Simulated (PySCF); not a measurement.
# C5H5FOSSi: electronic excitations

Aim: predict the electronic excitations of C5H5FOSSi (`O=C(F)c1ccc([SiH3])s1`).

Computed with PySCF 2.14.0, with density-fitted response routines of our own, on a single molecule in the gas phase. Atoms are numbered from 0 throughout.

### Step 1. The molecule as given

14 atoms, charge 0, multiplicity 1; geometry from: GFN2-xTB.

Bonds of the start (Å): O0–C1 1.19, C1–F2 1.38, C1–C3 1.44, C3–C4 1.38, C4–C5 1.40, C5–C6 1.37, C6–Si7 1.88, C6–S8 1.72, S8–C3 1.73, C4–H9 1.08, C5–H10 1.08, Si7–H11 1.46, Si7–H12 1.46, Si7–H13 1.46.

### Step 2. Ultraviolet spectrum: PBE0/def2-SVPD

Job settings and geometry (Å):

```
{"job": {"kind": "uv", "xc": "PBE0", "basis": "def2-SVPD", "nstates": 8, "ntriplets": 3}, "charge": 0, "multiplicity": 1}
O     -3.227965     1.137735     1.465714
C     -2.856766     0.480279     0.550672
F     -3.790417    -0.116717    -0.265795
C     -1.523880     0.173634     0.111241
C     -1.120587    -0.595205    -0.959494
C      0.270619    -0.662617    -1.067607
C      0.939121     0.042578    -0.096262
Si     2.799716     0.226446     0.141868
S     -0.164563     0.810107     0.978957
H     -1.812070    -1.080079    -1.625477
H      0.782264    -1.213347    -1.836663
H      3.144422    -0.307499     1.458470
H      3.427936    -0.542899    -0.930644
H      3.131493     1.647113     0.047876
```

Method: TDDFT PBE0/def2-SVPD, vertical, gas phase, core orbitals frozen in the response.

Command:

```bash
> OMP_NUM_THREADS=1 python probes_run.py task.json out
```

One launch serves the whole session: the jobs run in the order shown.

What will the session give for the following? lowest singlet (PBE0/def2-SVPD); lowest triplet. Wanted: lowest singlet; lowest triplet.

As calculated:

```
                       quantity                        value
lowest singlet (PBE0/def2-SVPD)  4.76 eV (260 nm), f = 0.268
                 lowest triplet                      3.14 eV
```

What this shows: The lowest singlet, at 4.76 eV, is HOMO→LUMO 0.74, HOMO−1→LUMO 0.22 and is bright. The lowest triplet lies 1.62 eV below the lowest singlet (triplets in Tamm-Dancoff, singlets in full TDDFT).
